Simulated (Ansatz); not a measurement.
# AlBH7SbSi: the cost of one run

Computed with Ansatz 0.2.0 through its Python package. Level of theory: PBE0/def2-SVP.

### 1 The structure

Bond lengths: Al1–Si2 2.295 Å, Si2–B3 1.927 Å, B3–Sb4 2.152 Å, Al1–H5 1.653 Å, Al1–H6 1.609 Å, Si2–H7 1.499 Å, Si2–H8 1.464 Å, B3–H9 1.244 Å, Sb4–H10 1.805 Å, Sb4–H11 1.744 Å. Angles (14 of 15 angles, heavy atoms first): Al1–Si2–B3 108.7°, Si2–B3–Sb4 122.4°, Al1–Si2–H7 109.7°, Al1–Si2–H8 111.1°, B3–Si2–H7 109.8°, B3–Si2–H8 109.9°, Si2–Al1–H5 120.6°, Si2–Al1–H6 123.1°, Si2–B3–H9 119.0°, Sb4–B3–H9 118.5°, B3–Sb4–H10 92.1°, B3–Sb4–H11 93.3°, H7–Si2–H8 107.7°, H5–Al1–H6 116.2°.

The script holds or builds the structure itself.

### 2 Script

albh7sbsi.py reads:

```python
"""Atomisation energy of AlBH7SbSi at the given geometry."""

from collections import Counter

import ansatz as az


def single_point(molecule, charge=0, unpaired=0):
    calc = (
        molecule.calculation()
        .basis(gaussian="def2-SVP")
        .functional("PBE0")
    )
    if charge:
        calc = calc.charge(charge)
    if unpaired:
        calc = calc.spin("collinear", total=unpaired)
    return calc.run(threads=1).report["free_energy_ev"]

geometry_ang = [
    ("Al", (-0.8533, 1.7936, -0.2777)),
    ("Si", (0.9676, 0.4324, -0.5932)),
    ("B", (0.9966, -0.8926, 0.8052)),
    ("Sb", (-0.5359, -2.3906, 1.005)),
    ("H", (-1.183, 3.0184, -1.3371)),
    ("H", (-1.8828, 1.6153, 0.9463)),
    ("H", (2.223, 1.2495, -0.5437)),
    ("H", (0.9149, -0.2241, -1.901)),
    ("H", (1.9686, -0.9308, 1.58)),
    ("H", (-1.8394, -1.1436, 1.0557)),
    ("H", (-0.7111, -2.5846, -0.7188)),
]
mol = az.Crystal.molecule()
for symbol, xyz in geometry_ang:
    mol = mol.atom(symbol, xyz)

# Hund ground states
unpaired = {"Al": 1, "Si": 2, "B": 1, "Sb": 3, "H": 1}
counts = Counter(site.symbol for site in mol.cartesian_sites)
atom_energy = {s: single_point(az.Crystal.molecule().atom(s, (0, 0, 0)), 0, unpaired[s]) for s in counts}
whole = single_point(mol, 0, 0)
for s, e in atom_energy.items():
    print(f"{s:2s} x{counts[s]}  {e:14.5f} eV")
print(f"AlBH7SbSi: {whole:.5f} eV")
split = sum(counts[s] * e for s, e in atom_energy.items()) - whole
print(f"atomisation energy (no zero-point term): {split:.3f} eV, {split / sum(counts.values()):.3f} eV an atom")
```

### 3 What the engine is handed

The package turns the script's settings into the engine's input (first run):

```yaml
crystal:
  periodic: [false, false, false]
  atoms:
    - { symbol: Al, position_ang: [0.0, 0.0, 0.0] }
basis:
  gaussian:
    orbitals: def2-SVP
hamiltonian:
  xc: pbe0
magnetization:
  spin_polarized: true
  initial_magnetization: 1.0
```

### 4 Launch

Launch:

```
> python albh7sbsi.py
```

Q: Estimate wall time and peak memory on 1 thread of Arm Neoverse V2, shared host.

About 6.6 s, with a peak of 0.31 GiB.
